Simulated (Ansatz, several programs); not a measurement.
An ordered 4-atom cell of Rb2BrCl on the rocksalt lattice (R-3m), relaxed with PBE in Ansatz (plane waves, PAW): the symmetry is R-3m (No. 166, trigonal); conventional cell a = 4.845 Å, c = 23.790 Å, 40.31 Å³ an atom. Cl has 6 Rb at 3.38 Å; Br has 6 Rb at 3.48 Å; Rb has 3 Cl at 3.38 Å and 3 Br at 3.48 Å. The cell was then scaled with its shape and fractional coordinates held, which makes it stiffer than a relaxed compression. Note: simulated data, non-magnetic, for a generated structure that need not be the stable one.

```
V (Å³/atom)  E (meV/atom)
     37.889          6.62
     39.099          1.55
     40.308          0.00
     42.726          5.24
```

Q: Pass a cubic E = c₀ + c₁u + c₂u² + c₃u³, with u = V − 40.005 Å³, through these points.

A: c₀ = 0.09, c₁ = -0.609, c₂ = 1.061, c₃ = -0.0519 (meV and Å³).

Q: Where is the minimum, and what bulk modulus follows?

A: dE/du = 0 at u = +0.293, so V₀ = 40.30 Å³. B = V₀ d²E/dV² = 40.30 × (2c₂ + 6c₃u) = 40.30 × 2.030 = 82 meV/Å³, and 1 meV/Å³ is 0.16022 GPa: 13 GPa. A third-order Birch-Murnaghan fit to all five points gives 40.31 Å³ and 13 GPa.

Q: Predict the energy and the pressure at the withheld volume, 41.517 Å³.

A: With u = +1.512: E ≈ 1.42 meV and P = −dE/dV ≈ -0.36 GPa. The run gives 1.39 meV and, from its stress, -0.36 GPa.
